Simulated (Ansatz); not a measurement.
# ClH3Se: the cost of one run

Computed with Ansatz 0.2.0, Gaussian basis. Level: revPBE-D4/def2-TZVP.

### 1 Starting geometry

The start, a pair relaxed at PBE0-D4: 5 atoms, charge 0, spin multiplicity 1.

Atoms are counted from 1 here; the program's logs count them from 0.

Bond lengths: Cl1–H2 1.299 Å, Se3–H4 1.468 Å, Se3–H5 1.468 Å. Angles: H4–Se3–H5 91.2°.

Geometry (Å):

```mol
ClH3Se
  3D, bonds by distance, orders not assigned

  5  3  0  0  0  0  0  0  0  0999 V2000
    0.0904   -0.2160   -2.5441 Cl  0  0
   -0.0993    0.0966   -1.2979 H   0  0
   -0.3790    0.5831    1.1161 Se  0  0
   -0.6669   -0.8305    1.3851 H   0  0
    1.0550    0.3668    1.3409 H   0  0
  1  2  8  0
  3  4  8  0
  3  5  8  0
M  END
```

### 2 Dynamics

md/in.yaml reads:

```yaml
crystal:
  periodic: [false, false, false]
  atoms:
    - {symbol: Cl, position_ang: [0.090378, -0.216033, -2.544056]}
    - {symbol: H, position_ang: [-0.099327, 0.096635, -1.297936]}
    - {symbol: Se, position_ang: [-0.379020, 0.583127, 1.116077]}
    - {symbol: H, position_ang: [-0.666895, -0.830522, 1.385052]}
    - {symbol: H, position_ang: [1.054964, 0.366794, 1.340863]}
basis:
  gaussian: {orbitals: def2-TZVP}
hamiltonian: {xc: {name: revPBE}, dispersion: d4}
md: {n_steps: 30, timestep: 0.75, temperature: 300, ensemble: nvt_nose_hoover, seed: 245, initial_velocities: maxwell_boltzmann}
```

Run with:

```console
> ansatz run in.yaml --threads 2 --pin off --events-out ev --progress --plain --max-ram 5222MiB
```

**Question.** How long does this run take on 2 threads of Arm Neoverse V1, shared host?

About 33 s.
